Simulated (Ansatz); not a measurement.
# CH5ClZn (built from SMILES C.[Cl][ZnH]): search for a transition state, part 2 of 2

Ansatz 0.2.0, Gaussian basis; PBE0-D4. Earlier steps stand in the parts before.

### 6 Vibrations at the point found

vib/in.yaml

```yaml
crystal:
  periodic: [false, false, false]
  atoms:
    - {symbol: Zn, position_ang: [-0.765193, -0.460848, -0.784545]}
    - {symbol: H, position_ang: [0.328288, -1.795596, -0.455050]}
    - {symbol: Cl, position_ang: [-2.463054, -0.074214, -1.963564]}
    - {symbol: H, position_ang: [0.533608, -0.843871, 0.084103]}
    - {symbol: C, position_ang: [0.471765, 0.590766, 0.604887]}
    - {symbol: H, position_ang: [-0.257392, 0.917698, 1.350423]}
    - {symbol: H, position_ang: [1.345647, 0.221460, 1.153872]}
    - {symbol: H, position_ang: [0.806331, 1.444506, 0.009974]}
basis:
  gaussian: {orbitals: def2-TZVP}
hamiltonian: {xc: pbe0, dispersion: d4}
phonons: {temperatures: {t_min: 298.15, t_max: 900, t_step: 200}}
```

Started as:

```bash
> ansatz run in.yaml --threads 4 --pin off --events-out ev --progress --plain --max-ram 9574MiB
```

The program printed, cut to the lines that bear on the results:

```text
Functional definition: PBE0
  name "PBE0"
  cite "Adamo & Barone, J. Chem. Phys. 110, 6158 (1999) doi:10.1063/1.478522"
  cite "Perdew, Burke & Ernzerhof, Phys. Rev. Lett. 77, 3865 (1996) doi:10.1103/PhysRevLett.77.3865"
  parent pbe
[...]
1209 factors; their error is unknown
[...]
mean field -62048.47197862 eV, -2280.2392872492 hartree, gradient 2.5e-5 eV, S^2 0.000000; 0 other end points of the search recorded, 0 dependent functions left out
[...]
reference -62048.47201182 eV, -2280.2392884693 hartree; 29, 29 occupied and 117, 117 virtual orbitals, 1209 factors
[... from here to the last solve, the lines of the solves are left out (47 solves) ...]
1209 factors; their error is unknown
mean field -62048.47193243 eV, -2280.2392855521 hartree, gradient 1.2e-6 eV, S^2 0.000000; 0 other end points of the search recorded, 0 dependent functions left out
[...]
WARN: phonons: modes at or below zero, which the zero-point energy, F, S and C_V leave out: 1, the lowest at -1628.56 cm⁻¹. A minimum has none, and a first-order saddle one
[...]
Total energy: -62048.58267563 eV, -2280.2433552895 hartree
Atom 0 at    -0.765193    -0.460848    -0.784545 Å, force    -0.000410    -0.000708    -0.000176 eV/Å
Atom 1 at     0.328288    -1.795596    -0.455050 Å, force     0.000152    -0.001652    -0.000867 eV/Å
Atom 2 at    -2.463054    -0.074214    -1.963564 Å, force     0.000006     0.000804    -0.000252 eV/Å
Atom 3 at     0.533608    -0.843871     0.084103 Å, force    -0.000625     0.002891     0.001879 eV/Å
Atom 4 at     0.471765     0.590766     0.604887 Å, force     0.008026    -0.002342    -0.002111 eV/Å
Atom 5 at    -0.257392     0.917698     1.350423 Å, force    -0.003639     0.001254     0.002349 eV/Å
Atom 6 at     1.345647     0.221460     1.153872 Å, force    -0.001716     0.001745    -0.002001 eV/Å
Atom 7 at     0.806331     1.444506     0.009974 Å, force    -0.001794    -0.001992     0.001179 eV/Å
Dipole moment:     0.456243     0.041279     0.374583 e Å
Vibrations: -1628.56 121.15 123.56 244.07 386.32 447.07 470.01 689.59 851.77 1195.72 1272.26 1413.87 1433.67 1554.02 1945.33 3034.24 3113.39 3144.12 cm⁻¹, zero-point energy 1.329123 eV
```

It took 2.2 min on 4 threads of Intel Xeon at 2.50GHz, shared host.

Wavenumbers and character of the modes:

```csv
mode,wavenumber (cm⁻¹),character
1,1629i,"changes H2–H4, H4–C5"
2,121,bend
3,124,torsion
4,244,torsion
5,386,Zn–C and Zn–Cl stretch
6,447,Zn–Cl and Zn–C stretch
7,470,torsion with bend
8,690,bend
9,852,bend
10,1196,bend
11,1272,bend
12,1414,bend
13,1434,bend
14,1554,Zn–H stretch
15,1945,Zn–H stretch
16,3034,C–H stretch
17,3113,C–H stretch
18,3144,C–H stretch
```

Vibrational sums (real modes only):

| T (K) | entropy (J/mol/K) | heat capacity (J/mol/K) |
| --- | --- | --- |
| 298 | 46.3 | 49.7 |
| 498 | 77.2 | 71.8 |
| 698 | 104.2 | 88.0 |
| 898 | 127.8 | 99.9 |

### 7 Relaxing after a step of 0.30 Å one way along the mode

downa/in.yaml

```yaml
crystal:
  periodic: [false, false, false]
  atoms:
    - {symbol: Zn, position_ang: [-0.761175, -0.253711, -0.755798]}
    - {symbol: H, position_ang: [0.410515, -1.811689, -0.400527]}
    - {symbol: Cl, position_ang: [-2.471113, -0.127105, -1.953916]}
    - {symbol: H, position_ang: [0.532661, -1.134774, 0.010792]}
    - {symbol: C, position_ang: [0.416403, 0.660434, 0.575732]}
    - {symbol: H, position_ang: [-0.253681, 0.957933, 1.369703]}
    - {symbol: H, position_ang: [1.289015, 0.196571, 1.107901]}
    - {symbol: H, position_ang: [0.837375, 1.512243, 0.046214]}
basis:
  gaussian: {orbitals: def2-TZVP}
hamiltonian: {xc: pbe0, dispersion: d4}
relax: {f_tol: 0.005, max_steps: 200}
```

Started as:

```bash
> ansatz run in.yaml --threads 4 --pin off --events-out ev --progress --plain --max-ram 9574MiB
```

The program printed, cut to the lines that bear on the results:

```text
[... 5 set-up lines as earlier in the session ...]
[...]
1209 factors; their error is unknown
[...]
mean field -62049.20700142 eV, -2280.2662988392 hartree, gradient 1.9e-5 eV, S^2 0.000000; 0 other end points of the search recorded, 0 dependent functions left out
[...]
reference -62049.20703407 eV, -2280.2663000389 hartree; 29, 29 occupied and 117, 117 virtual orbitals, 1209 factors
relax step   1: F+E_penalty+E_count = -62049.31597125 eV  Δ(F+E_penalty+E_count) = +0.000e0 eV  max|allowed force component| = 1.353e0 eV/Å  Δτ_max = 0.0000 Å  (27 SCF iters, accepted)
[...]
reference -62050.43360472 eV, -2280.3113756788 hartree; 29, 29 occupied and 117, 117 virtual orbitals, 1209 factors
Total energy: -62050.53007749 eV, -2280.3149209880 hartree
Atom 0 at    -0.846909     0.357243    -0.536683 Å, force    -0.000041     0.000518     0.000161 eV/Å
Atom 1 at     0.150226    -2.505215    -0.836379 Å, force     0.000469    -0.000046     0.000371 eV/Å
Atom 2 at    -2.181568    -0.505085    -1.926166 Å, force     0.000265    -0.000036     0.000166 eV/Å
Atom 3 at     0.729494    -2.476114    -0.364459 Å, force    -0.000484    -0.000004    -0.000339 eV/Å
Atom 4 at     0.358754     1.163757     0.728949 Å, force    -0.000189    -0.000658    -0.000436 eV/Å
Atom 5 at    -0.183754     1.485156     1.619746 Å, force    -0.000034     0.000021     0.000083 eV/Å
Atom 6 at     1.125410     0.446689     1.027743 Å, force     0.000034     0.000081    -0.000011 eV/Å
Atom 7 at     0.848348     2.033472     0.287350 Å, force    -0.000019     0.000124     0.000006 eV/Å
Dipole moment:     0.331362     0.188526     0.335249 e Å
```

Wall time 78 s (4 threads of Intel Xeon at 2.50GHz, shared host).

Along the way: (the energy doesn't fall at every step)

| step | energy from step 1 (eV) | largest force component (eV/Å) |
| --- | --- | --- |
| 1 | 0.0000 | 1.3534 |
| 2 | -0.5683 | 1.4946 |
| 3 | -0.8576 | 0.8721 |
| 4 | -1.0893 | 0.6020 |
| 5 | -1.1667 | 0.2495 |
| 6 | -1.1953 | 0.1245 |
| 7 | -1.2033 | 0.1070 |
| 8 | -1.2036 | 0.1034 |
| 9 | -1.1624 | 1.1628 |
| 10 | -1.2085 | 0.0233 |
| 11 | -1.2080 | 0.3232 |
| 12 | -1.2102 | 0.0276 |
| 13 | -1.2113 | 0.0752 |
| 14 | -1.2126 | 0.0252 |
| 15 | -1.2133 | 0.1112 |
| 16 | -1.2138 | 0.0587 |
| 17 | -1.2140 | 0.0044 |
| 18 | -1.2141 | 0.0016 |
| 19 | -1.2141 | 0.0085 |
| 20 | -1.2141 | 0.0007 |

Distances of close pairs at the start and the end, largest changes first:

```csv
bond,before (Å),after (Å),change (Å)
Zn1–H4,1.743,3.247,+1.504
Zn1–H2,1.982,3.046,+1.064
Zn1–C5,1.999,1.925,-0.074
H2–H4,0.801,0.748,-0.054
C5–H7,1.122,1.091,-0.031
Zn1–Cl3,2.092,2.111,+0.019
C5–H6,1.081,1.091,+0.011
C5–H8,1.088,1.091,+0.004
```

### 8 Relaxing after a step of 0.30 Å the other way along the mode

downb/in.yaml

```yaml
crystal:
  periodic: [false, false, false]
  atoms:
    - {symbol: Zn, position_ang: [-0.769212, -0.667984, -0.813291]}
    - {symbol: H, position_ang: [0.246061, -1.779503, -0.509573]}
    - {symbol: Cl, position_ang: [-2.454995, -0.021323, -1.973212]}
    - {symbol: H, position_ang: [0.534556, -0.552968, 0.157414]}
    - {symbol: C, position_ang: [0.527127, 0.521097, 0.634043]}
    - {symbol: H, position_ang: [-0.261104, 0.877463, 1.331143]}
    - {symbol: H, position_ang: [1.402279, 0.246348, 1.199843]}
    - {symbol: H, position_ang: [0.775287, 1.376770, -0.026266]}
basis:
  gaussian: {orbitals: def2-TZVP}
hamiltonian: {xc: pbe0, dispersion: d4}
relax: {f_tol: 0.005, max_steps: 200}
```

Started as:

```bash
> ansatz run in.yaml --threads 4 --pin off --events-out ev --progress --plain --max-ram 9574MiB
```

The program printed, cut to the lines that bear on the results:

```text
[... 5 set-up lines as earlier in the session ...]
[...]
1209 factors; their error is unknown
[...]
mean field -62049.24701672 eV, -2280.2677693744 hartree, gradient 5.6e-5 eV, S^2 0.000000; 0 other end points of the search recorded, 0 dependent functions left out
[...]
reference -62049.24704972 eV, -2280.2677705869 hartree; 29, 29 occupied and 117, 117 virtual orbitals, 1209 factors
relax step   1: F+E_penalty+E_count = -62049.35672701 eV  Δ(F+E_penalty+E_count) = +0.000e0 eV  max|allowed force component| = 1.779e0 eV/Å  Δτ_max = 0.0000 Å  (27 SCF iters, accepted)
[...]
reference -62050.85195607 eV, -2280.3267498074 hartree; 29, 29 occupied and 117, 117 virtual orbitals, 1209 factors
Total energy: -62050.94975567 eV, -2280.3303438763 hartree
Atom 0 at    -1.060621    -1.248638    -1.294684 Å, force     0.000668     0.000579    -0.000909 eV/Å
Atom 1 at    -0.192159    -2.467032    -1.022823 Å, force     0.000294    -0.001482     0.001024 eV/Å
Atom 2 at    -2.307293     0.391698    -1.726163 Å, force    -0.000966     0.000900    -0.000187 eV/Å
Atom 3 at     1.114282    -0.339676     0.649233 Å, force    -0.000600     0.002813    -0.000254 eV/Å
Atom 4 at     0.710335     0.661675     0.805709 Å, force     0.004298     0.003438     0.001184 eV/Å
Atom 5 at    -0.285466     0.599607     1.245347 Å, force     0.000676     0.000153    -0.000709 eV/Å
Atom 6 at     1.367433     1.204186     1.485281 Å, force    -0.003677    -0.003768    -0.003933 eV/Å
Atom 7 at     0.653487     1.198080    -0.141798 Å, force    -0.000693    -0.002633     0.003783 eV/Å
Dipole moment:     0.258724    -0.232543     0.127790 e Å
```

Run time: 67 s. Hardware: 4 threads of Intel Xeon at 2.50GHz, shared host.

Along the way: (the energy doesn't fall at every step)

| step | energy from step 1 (eV) | largest force component (eV/Å) |
| --- | --- | --- |
| 1 | 0.0000 | 1.7792 |
| 2 | -0.5954 | 1.4107 |
| 3 | -1.1388 | 0.8908 |
| 4 | -1.4210 | 0.5192 |
| 5 | -1.5451 | 0.1570 |
| 6 | -1.5810 | 0.1190 |
| 7 | -1.5831 | 0.2234 |
| 8 | -1.5900 | 0.0262 |
| 9 | -1.5913 | 0.0101 |
| 10 | -1.5857 | 0.4230 |
| 11 | -1.5923 | 0.0255 |
| 12 | -1.5926 | 0.0704 |
| 13 | -1.5929 | 0.0128 |
| 14 | -1.5927 | 0.0247 |
| 15 | -1.5929 | 0.0014 |
| 16 | -1.5930 | 0.0036 |
| 17 | -1.5930 | 0.0043 |

Distances of close pairs at the start and the end, largest changes first:

```
   bond  before (Å)  after (Å)  change (Å)
 Zn1–H4       1.630      3.055      +1.426
 Zn1–C5       2.278      3.346      +1.068
  H4–C5       1.175      1.091      -0.084
Zn1–Cl3       2.146      2.105      -0.041
  C5–H6       1.111      1.090      -0.021
  C5–H8       1.109      1.090      -0.019
 Zn1–H2       1.536      1.521      -0.015
  C5–H7       1.078      1.090      +0.012
```

### 9 What the saddle joins

```csv
pair,start side (Å),saddle (Å),end side (Å)
Zn1–C5,3.346,2.137,1.925
H2–H4,3.005,1.113,0.748
Zn1–H2,1.521,1.757,3.046
H4–C5,1.091,1.527,3.819
```

### 10 Outcome

This closing draws on all 2 parts.

| quantity | value |
| --- | --- |
| imaginary mode | 1629i cm⁻¹ |
| barrier from the start side | 228.4 kJ/mol |
| barrier from the end side | 187.9 kJ/mol |
| energy of the step | +40.5 kJ/mol |
| pairs that change | Zn1–C5 formed, H2–H4 formed, Zn1–H2 broken, H4–C5 broken |
| zero-point energy at the saddle | 1.329 eV |

In words: One imaginary mode, 1629i cm⁻¹, makes this a first-order saddle. The two relaxations end on the structures that were planned. At PBE0-D4/def2-TZVP the electronic barrier is 228.4 kJ/mol, about 92 kT at 298 K, and the step runs 40.5 kJ/mol uphill. The barrier is thin enough for tunnelling; the leading (Wigner) term alone is a factor of 3.6 at 298 K. The ends are the nearest minima, not always the lowest complexes.
